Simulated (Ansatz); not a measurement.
# ClH5N2SeSi: ladder of methods at one geometry, by script

How do the methods compare on ClH5N2SeSi, in result and in cost? The task is a ladder of methods at one geometry, for ClH5N2SeSi. SMILES: N[Si](N)(Cl)[SeH].

Computed with the Python package of Ansatz 0.2.0. The levels of theory stand in the script.

## Step 1: The system

Bond lengths: N1–Si2 1.725 Å, Si2–N3 1.772 Å, Si2–Cl4 2.076 Å, Si2–Se5 2.286 Å, N1–H6 1.061 Å, N1–H7 1.082 Å, N3–H8 0.979 Å, N3–H9 1.052 Å, Se5–H10 1.508 Å. Angles: N1–Si2–N3 108.1°, N1–Si2–Cl4 111.8°, N1–Si2–Se5 109.9°, N3–Si2–Cl4 109.5°, N3–Si2–Se5 110.5°, Cl4–Si2–Se5 107.1°, Si2–N1–H6 111.1°, Si2–N1–H7 107.9°, H6–N1–H7 102.1°, Si2–N3–H8 109.3°, Si2–N3–H9 108.4°, H8–N3–H9 107.0°, Si2–Se5–H10 90.6°.

The script holds or builds the structure itself.

## Step 2: Script

File clh5n2sesi.py:

```python
"""One geometry of ClH5N2SeSi, method by method."""

from pathlib import Path

import ansatz as az
import numpy as np

BASIS_SET = "def2-SVP"

geometry_ang = [
    ("N", (-1.306, 0.7982, 0.177)),
    ("Si", (0.0533, -0.2153, -0.1429)),
    ("N", (0.3061, -1.2589, 1.2664)),
    ("Cl", (-0.2406, -1.3901, -1.8294)),
    ("Se", (1.9052, 1.0665, -0.5325)),
    ("H", (-1.1035, 1.4701, 0.9727)),
    ("H", (-1.4235, 1.4702, -0.6623)),
    ("H", (-0.4672, -1.8493, 1.3741)),
    ("H", (1.1392, -1.8739, 1.0794)),
    ("H", (1.2201, 1.7313, -1.6995)),
]
system = az.Crystal.molecule()
for symbol, xyz in geometry_ang:
    system = system.atom(symbol, xyz)

base = system.calculation().basis(gaussian=BASIS_SET)

print("functional    E (Ha)        dipole (D)   HOMO (eV)  LUMO (eV)")
for name in ["lc_wpbe", "lda", "pbe0", "pbe", "r2scan0"]:
    summary = base.functional(name).forces().orbitals().run(threads=1, runs_dir="runs").report
    lines = Path(summary["orbitals_path"]).read_text().splitlines()
    field_of = lambda key: [line.split("=")[1].strip() for line in lines if line.startswith(key)]
    orbitals = [(27.211386 * float(e), s, float(n)) for e, s, n in zip(field_of("Ene="), field_of("Spin="), field_of("Occup="))]
    homo = max(e for e, _, n in orbitals if n > 0.5)
    lumo = min(e for e, _, n in orbitals if n < 0.5)
    dipole = 4.803205 * np.linalg.norm(summary["charge_distribution"]["dipole_moment_e_ang"])
    print(f"{name:10s} {summary['free_energy_ev'] / 27.211386246:14.6f} {dipole:9.3f} {homo:11.3f} {lumo:10.3f}")
```

## Step 3: The run

Command:

```bash
$ python clh5n2sesi.py
```

Output:

```text
functional    E (Ha)        dipole (D)   HOMO (eV)  LUMO (eV)
lc_wpbe      -3262.663940     0.926      -9.563      2.227
lda          -3256.288770     0.886      -5.638     -1.056
pbe0         -3262.594546     0.901      -6.842     -0.060
pbe          -3262.440743     0.890      -5.544     -0.913
r2scan0      -3263.129136     0.932      -7.067      0.083
```

Wall time 57 s (1 thread of Arm Neoverse N1, shared host); peak memory 0.39 GiB.

## Step 4: Run by run

From the records of these 5 runs:

| run | functional | energy (eV) | SCF cycles | CPU time (s) |
| --- | --- | --- | --- | --- |
| 1 | lc_wpbe | -88781.6087 | 17 | 11 |
| 2 | lda | -88608.1315 | 20 | 4.7 |
| 3 | pbe0 | -88779.7204 | 18 | 12 |
| 4 | pbe | -88775.5352 | 20 | 7.7 |
| 5 | r2scan0 | -88794.2673 | 17 | 21 |

Totals hang on method, basis and potentials, so only like runs compare.

The fields below are those of run 1.

## Step 5: Pictures from the orbitals

The fields below are evaluated on a grid from the run's orbitals.

Frontier orbitals at LC-ωPBE/def2-SVP, with the share of their density that lies nearest to each atom:

| orbital | energy (eV) | lies on |
| --- | --- | --- |
| HOMO-1 | -10.57 | Se5 30 %; N1 29 %; N3 12 % |
| HOMO | -9.56 | Se5 73 %; N1 11 %; H10 8 % |
| LUMO | 2.23 | H10 39 %; Se5 37 %; Si2 6 % |

ELF in a plane through or near 4 of the atoms.

Ten even steps from ' ' (0.00) to '@' (1.00):
```
                                                        
                    ......                              
                ..::==++++==..                          
              ..::--**####**--..                        
        ..--====--==**####**--..                        
        ##@@@@@@%%##******++::..        ::::            
      ..%%@@@@@@@@%%++++****--..    ..++%%%%==          
      ..%%@@@@@@@@##==++##**--::::::++##@@%%++..        
        --##%%%%++::--++--..::..++****####**::          
                    ::--..**##++**%%##**++--            
                  ..--++::::++..**%%##%%%%##--          
              --******##%%##--::====%%@@@@@@##--        
            ++%%@@@@##++==####--  ..**@@@@@@##--        
            ++%%%%%%##--==####==    ..++####--          
            ::======**##%%%%##++        ....            
                    ::==****++--                        
                      ..::--::                          
                                                        
                                                        
                                                        
```
The map spans 9.8 Å across and 8.7 Å up, centred on the molecule. Atoms in the plane (x, y in Å): N1 (-0.7, -1.4), Si2 (0.1, 0.2), H8 (2.3, -0.6), H10 (-2.3, 1.5).

On the surface of density 0.002 e/bohr³ the electrostatic potential runs, from the 1st to the 99th percentile, from -1.35 V near N1 to 1.79 V near H7.

## Step 6: What came out

```
                                          quantity     value
                                     runs compared         5
HOMO-LUMO gap of the mean field (LC-ωPBE/def2-SVP)  11.79 eV
```

In CPU time, run 5 (r2scan0) cost about 4.5 times as much as run 2 (lda). Notes:
- The geometry is a force-field or estimated start, not a minimum of this method, and the basis set is short of its limit. A lower total doesn't mark the better method: functionals have no common bound, and MP2 and coupled cluster aren't variational.
- Levels such as HOMO and LUMO are orbital energies: with these approximate functionals they aren't the ionisation energy and electron affinity, and their gap isn't the fundamental gap.
